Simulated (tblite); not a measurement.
# C8H17AsO: the cost of one run

The runs use tblite 0.8.0 and PySCF 2.14.0, with density-fitted response routines of our own; the level of theory stands in each step. All values are computed, except where a source is named. Atoms count from 0, in the outputs and in this text.

### Step 1. The starting structure

27 atoms, charge 0, multiplicity 1; geometry from: force field or distance geometry start.

Bonds of the start (Å): C0–C1 1.52, C1–C2 1.52, C1–O3 1.42, O3–C4 1.42, C4–C5 1.53, C5–C6 1.54, C6–C7 1.53, C7–As8 1.97, As8–C9 1.98, C9–C4 1.53, C0–H10 1.10, C0–H11 1.12, C0–H12 1.11, C1–H13 1.13, C2–H14 1.11, C2–H15 1.12, C2–H16 1.12, C4–H17 1.12, C5–H18 1.11, C5–H19 1.12, C6–H20 1.11, C6–H21 1.12, C7–H22 1.12, C7–H23 1.11, As8–H24 1.57, C9–H25 1.11, C9–H26 1.11.

### Step 2. Geometry optimisation with GFN2-xTB

The job: settings as JSON, then the geometry in Å.

```
{"job": {"kind": "relax", "xc": "GFN2-xTB", "basis": "xTB"}, "charge": 0, "multiplicity": 1}
C     -2.753400    -0.440200    -1.382600
C     -2.105100    -0.134500    -0.042500
C     -3.092900     0.523800     0.912100
O     -1.007000     0.751100    -0.230000
C      0.215100     0.043500    -0.388200
C      0.913800    -0.096300     0.968600
C      2.216100    -0.912800     0.894400
C      3.291100    -0.221400     0.056800
As     2.723300    -0.158800    -1.833300
C      1.076600     0.844300    -1.370600
H     -2.045600    -0.948300    -2.058200
H     -3.642900    -1.107800    -1.240000
H     -3.101000     0.506300    -1.856700
H     -1.798200    -1.103700     0.442700
H     -2.619600     0.740900     1.888500
H     -3.976200    -0.138500     1.094800
H     -3.458300     1.492100     0.484300
H      0.065700    -0.972500    -0.843600
H      0.230700    -0.603500     1.684800
H      1.137700     0.912300     1.400900
H      2.000600    -1.921200     0.492900
H      2.609200    -1.043300     1.930300
H      3.475300     0.810600     0.442200
H      4.228100    -0.804900     0.113700
H      3.538200     1.150300    -2.118400
H      1.344200     1.828400    -0.930800
H      0.514600     1.030700    -2.311600
```

Started as:

```
$ OMP_NUM_THREADS=1 python probes_run.py task.json out
```

One launch serves the whole session: the jobs run in the order shown.

Q: Estimate the wall time and peak memory of this first job on 1 thread of Arm Neoverse N1, shared host.

About 1.8 s, with a peak of 0.18 GiB.
